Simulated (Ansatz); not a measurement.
# BClH2O2: the cost of one run

The runs use Ansatz 0.2.0, Gaussian basis; PBE0-D4/def2-TZVP structures, single points in def2-TZVPP, no counterpoise correction.

Levels: SPW92, PBE-D4, BLYP-D4, r2SCAN-D4, B97M-V, PBE0-D4, B3LYP-D4, r2SCAN0-D4, BHLYP-D4, CAM-B3LYP-D4, wB97X-V, wB97M-V, B2PLYP, PBE-QIDH, RPA on PBE, Hartree-Fock, MP2, CCSD, CCSD(T).

Cores are frozen in the correlated methods. B3LYP uses VWN-RPA correlation. B2PLYP carries no dispersion term here.

95 further runs of the same task are left out: 1 that didn't finish, 94 set aside as unsound or not needed.

### 1 Starting geometry

The complex: 8 atoms, charge 0, spin multiplicity 1.

Atoms are counted from 1 here; the program's logs count them from 0.

Bond lengths: B1–O3 1.357 Å, B1–O4 1.349 Å, B1–Cl6 1.771 Å, H2–H5 0.747 Å, O3–H7 0.960 Å, O4–H8 0.962 Å. Angles: O3–B1–O4 121.1°, O3–B1–Cl6 120.9°, O4–B1–Cl6 118.0°, B1–O3–H7 113.5°, B1–O4–H8 112.1°.

As a file:

```
B    -0.6914    0.3668    0.2290
H     2.1615   -1.0754   -0.3001
O    -0.5254    0.7352   -1.0659
O    -1.3309   -0.7757    0.5522
H     2.1435   -0.9349    0.4328
Cl   -0.0788    1.3773    1.5485
H    -0.0536    1.5642   -1.1702
H    -1.6250   -1.2576   -0.2264
```

Its parts: BClH2O2 holds atoms 1, 3, 4, 6, 7, 8; H2 holds atoms 2, 5. Each part counts its atoms afresh in its own runs.

### 2 Relaxing BClH2O2 alone

relax-a/in.yaml reads:

```yaml
crystal:
  periodic: [false, false, false]
  atoms:
    - {symbol: B, position_ang: [-0.691406, 0.366780, 0.229036]}
    - {symbol: O, position_ang: [-0.525383, 0.735167, -1.065887]}
    - {symbol: O, position_ang: [-1.330866, -0.775680, 0.552231]}
    - {symbol: Cl, position_ang: [-0.078750, 1.377343, 1.548451]}
    - {symbol: H, position_ang: [-0.053578, 1.564190, -1.170166]}
    - {symbol: H, position_ang: [-1.624977, -1.257591, -0.226408]}
basis:
  gaussian: {orbitals: def2-TZVP}
hamiltonian: {xc: pbe0, dispersion: d4}
relax: {f_tol: 0.005, max_steps: 200}
```

On the command line:

```sh
$ ansatz run in.yaml --threads 2 --pin off --events-out ev --progress --plain --max-ram 4352MiB
```

**Question.** How long does this run take on 2 threads of Arm Neoverse V1, shared host?

About 9.5 s.
